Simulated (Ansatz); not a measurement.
**GeH5O (doublet): wave-function methods side by side at distance Ge1–H5 along a hydrogen transfer = 1.914 Å, cc-pVDZ**

Aim: climb from Hartree-Fock through coupled cluster and multireference methods for GeH5O (doublet) at one geometry and basis, and see what each rung misses.

Computed with Ansatz 0.2.0, Gaussian basis. Level: cc-pVDZ, core rule «outside noble gas», up to 15 orbitals frozen.

Plan: UHF; CCSD(T) on ROHF; CCSD(T) on UHF; BCCD(T) on ROHF; CISD; CCSDT(Q) on ROHF; CCSDT(Q) on UHF; CASSCF and MRCISD+Q, 3 electrons in 3 orbitals; CASSCF and NEVPT2, 3 electrons in 3 orbitals.

### 1 The geometry

The geometry derives from fragments relaxed apart (PBE0/def2-TZVP) and kept rigid, so it is no stationary point. A hydrogen atom is moved between rigid fragments. No spin-orbit coupling is included. The filled d shell of Ge may be among the frozen orbitals whatever the setting's name suggests; the logs give the count.

7 atoms, charge 0, spin multiplicity 2.

Atoms are counted from 1 here; the program's logs count them from 0.

Bond lengths: Ge1–H2 1.534 Å, Ge1–H3 1.534 Å, Ge1–H4 1.534 Å, Ge1–H5 1.914 Å, H5–O6 0.990 Å, O6–H7 0.973 Å. Angles: H2–Ge1–H3 109.5°, H2–Ge1–H4 109.5°, H2–Ge1–H5 109.5°, H3–Ge1–H4 109.5°, H3–Ge1–H5 109.5°, H4–Ge1–H5 109.5°, Ge1–H5–O6 180.0°, H5–O6–H7 105.0°.

As a file:

```
Ge   -0.5340    0.0101    0.0000
H    -1.0455    1.4567    0.0000
H    -1.0455   -0.7132    1.2528
H    -1.0455   -0.7132   -1.2528
H     1.3800    0.0101    0.0000
O     2.3700    0.0101    0.0000
H     2.6218   -0.9298    0.0000
```

### 2 UHF

Contents of in.yaml:

```yaml
crystal:
  periodic: [false, false, false]
  atoms:
    - {symbol: Ge, position_ang: [-0.534013, 0.010113, 0.000000]}
    - {symbol: H, position_ang: [-1.045463, 1.456713, 0.000001]}
    - {symbol: H, position_ang: [-1.045462, -0.713187, 1.252791]}
    - {symbol: H, position_ang: [-1.045463, -0.713186, -1.252792]}
    - {symbol: H, position_ang: [1.379987, 0.010113, 0.000000]}
    - {symbol: O, position_ang: [2.369987, 0.010113, 0.000000]}
    - {symbol: H, position_ang: [2.621846, -0.929837, -0.000001]}
basis:
  gaussian: {orbitals: cc-pVDZ}
magnetization: {spin_polarized: true, initial_magnetization: 1}
hamiltonian: {xc: hf}
output: {orbitals: {seedname: orbitals}}
```

Started as:

```console
$ ansatz run in.yaml --threads 1 --pin off --events-out ev --progress --plain --max-ram 2816MiB --backend cpu
```

The runs that follow: CCSD(T) on ROHF; CCSD(T) on UHF; BCCD(T) on ROHF; CISD; CCSDT(Q) on ROHF; CCSDT(Q) on UHF; CASSCF and MRCISD+Q, 3 electrons in 3 orbitals; CASSCF and NEVPT2, 3 electrons in 3 orbitals.

Before running them: what should the planned runs give, taken together? Wanted: UCCSDT(Q) below the RHF energy; RMP2 from UCCSDT(Q); UMP2 from UCCSDT(Q); RCCSD from UCCSDT(Q); RCCSD(T) from UCCSDT(Q); UCCSD(T) from UCCSDT(Q); RCCSDT(Q) from UCCSDT(Q); MRCISD+Q pair from UCCSDT(Q); T1 diagnostic.

**Answer**, as computed:

| quantity | value |
| --- | --- |
| UCCSDT(Q) below the RHF energy | -9.4433 eV |
| RMP2 from UCCSDT(Q) | +109.3 kJ/mol |
| UMP2 from UCCSDT(Q) | +109.9 kJ/mol |
| RCCSD from UCCSDT(Q) | +20.7 kJ/mol |
| RCCSD(T) from UCCSDT(Q) | +4.1 kJ/mol |
| UCCSD(T) from UCCSDT(Q) | +3.7 kJ/mol |
| RCCSDT(Q) from UCCSDT(Q) | +0.4 kJ/mol |
| MRCISD+Q pair from UCCSDT(Q) | +12.9 kJ/mol |
| levels within 1 kcal/mol (43 meV) | RCCSD(T), UCCSD(T), BCCD(T), RCCSDT, UCCSDT, RCCSDT(Q) |
| T1 diagnostic | 0.015 |

**Reading.** RCCSD(T) lands +4.1 kJ/mol from the yardstick (0.4 % of the correlation energy). These misses are within one basis, not against nature; the frozen cores of restricted and unrestricted runs differ, which can shift their rows.
